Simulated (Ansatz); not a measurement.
# C2H7Al2Cl: the cost of one run

Method: RKS B3LYP-D4/def2-SVP, in Ansatz 0.2.0.

### Step 1. The structure to begin with

Bond lengths: Al1–C2 1.930 Å, C2–Al3 1.961 Å, Al3–C4 2.074 Å, C4–Cl5 1.746 Å, Al1–H6 1.646 Å, Al1–H7 1.610 Å, C2–H8 1.067 Å, C2–H9 1.078 Å, Al3–H10 1.616 Å, C4–H11 1.145 Å, C4–H12 1.098 Å. Angles (14 of 18 angles, heavy atoms first): Al1–C2–Al3 108.0°, C2–Al3–C4 120.5°, Al3–C4–Cl5 108.2°, Al1–C2–H8 111.5°, Al1–C2–H9 109.0°, Al3–C2–H8 109.2°, Al3–C2–H9 108.4°, C2–Al1–H6 121.8°, C2–Al1–H7 121.8°, C2–Al3–H10 122.0°, C4–Al3–H10 117.5°, Al3–C4–H11 103.6°, Al3–C4–H12 108.7°, Cl5–C4–H11 112.4°.

Coordinates:

```xyz
12

Al   -1.8050    0.8949   -0.6802
C    -0.8665   -0.7716   -0.9396
Al    0.3504   -1.0252    0.5770
C     1.8561    0.3498    0.9586
Cl    2.8311    0.5038   -0.4816
H    -1.7028    2.1258   -1.7689
H    -2.7313    1.1561    0.6100
H    -1.5410   -1.5971   -0.9893
H    -0.2779   -0.7072   -1.8406
H     0.2687   -2.3253    1.5333
H     1.2864    1.3121    1.2043
H     2.4089    0.0288    1.8508
```

### Step 2. End point A

The input, input.yaml:

```yaml
crystal:
  periodic: [false, false, false]
  atoms:
    - { symbol: Al, position_ang: [-1.805, 0.8949, -0.6802] }
    - { symbol: C, position_ang: [-0.8665, -0.7716, -0.9396] }
    - { symbol: Al, position_ang: [0.3504, -1.0252, 0.577] }
    - { symbol: C, position_ang: [1.8561, 0.3498, 0.9586] }
    - { symbol: Cl, position_ang: [2.8311, 0.5038, -0.4816] }
    - { symbol: H, position_ang: [-1.7028, 2.1258, -1.7689] }
    - { symbol: H, position_ang: [-2.7313, 1.1561, 0.61] }
    - { symbol: H, position_ang: [-1.541, -1.5971, -0.9893] }
    - { symbol: H, position_ang: [-0.2779, -0.7072, -1.8406] }
    - { symbol: H, position_ang: [0.2687, -2.3253, 1.5333] }
    - { symbol: H, position_ang: [1.2864, 1.3121, 1.2043] }
    - { symbol: H, position_ang: [2.4089, 0.0288, 1.8508] }
basis:
  gaussian: { orbitals: def2-SVP }
hamiltonian:
  xc: b3lyp
  dispersion: d4
relax:
  f_tol: 0.02
  max_steps: 50
```

Run with:

```bash
$ ansatz run input.yaml --threads 2 --pin off --max-ram 3072MiB --backend cpu --events-out ev --progress --plain --runs-dir out
```

Q: Estimate wall time and peak memory on 2 threads of INTEL XEON PLATINUM 8581C at 2.30GHz (Emerald Rapids), shared host.

About 41 s, with a peak of 0.3 GiB.
